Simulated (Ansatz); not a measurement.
## BHO2, SMILES O=BO: the interaction energy of a dimer with the counterpoise correction, step by step

Computed with Ansatz's Python interface.

At the Python prompt:
```pycon
>>> import ansatz as az
>>> params = {
...     'basis': 'def2-SVP',
...     'functional': 'r2SCAN',
... }
>>> FIRST = [
...     ('O', (-1.5476, 0.5194, 0.4468)),
...     ('B', (-0.4336, 0.1363, 0.2373)),
...     ('O', (0.79, -0.2908, 0.0882)),
...     ('H', (1.1913, -0.365, -0.7723)),
... ]
>>> SECOND = [
...     ('O', (-2.5789, -3.9878, 2.914)),
...     ('B', (-2.8513, -3.2863, 1.9837)),
...     ('O', (-3.2161, -2.5634, 0.9609)),
...     ('H', (-2.6746, -1.8511, 0.6347)),
... ]
>>> def energy(atoms, ghosts=()):
...     molecule = az.Crystal.molecule()
...     for symbol, xyz in atoms:
...         molecule = molecule.atom(symbol, xyz)
...     calc = (
...         molecule.calculation()
...         .basis(gaussian=params['basis'])
...         .functional(params['functional'])
...     )
...     deck = calc.input()
...     if ghosts:
...         deck = deck.set(az.key.basis.gaussian.ghost_atoms, [{'symbol': s, 'position_ang': list(xyz)} for s, xyz in ghosts])
...     return az.Session.from_dict(deck).plan().execute().report['free_energy_ev']
...
>>> # ghost atoms carry the functions of the partner
>>> both = energy(FIRST + SECOND)

>>> alone = energy(FIRST) + energy(SECOND)
>>> ghosted = energy(FIRST, SECOND) + energy(SECOND, FIRST)
>>> print(f'dimer {both:.6f} eV')
dimer -9565.401434 eV
>>> print(f'interaction, uncorrected   {96.485332 * (both - alone):8.3f} kJ/mol')
interaction, uncorrected    -17.838 kJ/mol
>>> print(f'interaction, counterpoise  {96.485332 * (both - ghosted):8.3f} kJ/mol')
interaction, counterpoise   -14.785 kJ/mol
>>> print(f'basis-set superposition    {96.485332 * (alone - ghosted):8.3f} kJ/mol')
basis-set superposition       3.053 kJ/mol
```

Uncorrected it is -17.838 kJ/mol, with the counterpoise correction -14.785 kJ/mol; the difference, 3.05 kJ/mol, is the superposition error.

What to keep in mind:
- Total energies depend on the basis set; only differences at equal settings carry meaning.
- The dimer is a generated trial pose of unrelaxed monomers, not a minimum, so the figure is no binding energy, and the basis set is small.
- This level lacks the dispersion part of the attraction (electrostatics and induction are there), which can decide the sign where the interaction is weak.
- Run time: 11 s on 1 thread of Arm Neoverse V1 (shared host), peak memory 0.19 GiB.

(Lines on the test bed's own set-up are left out of the output.)
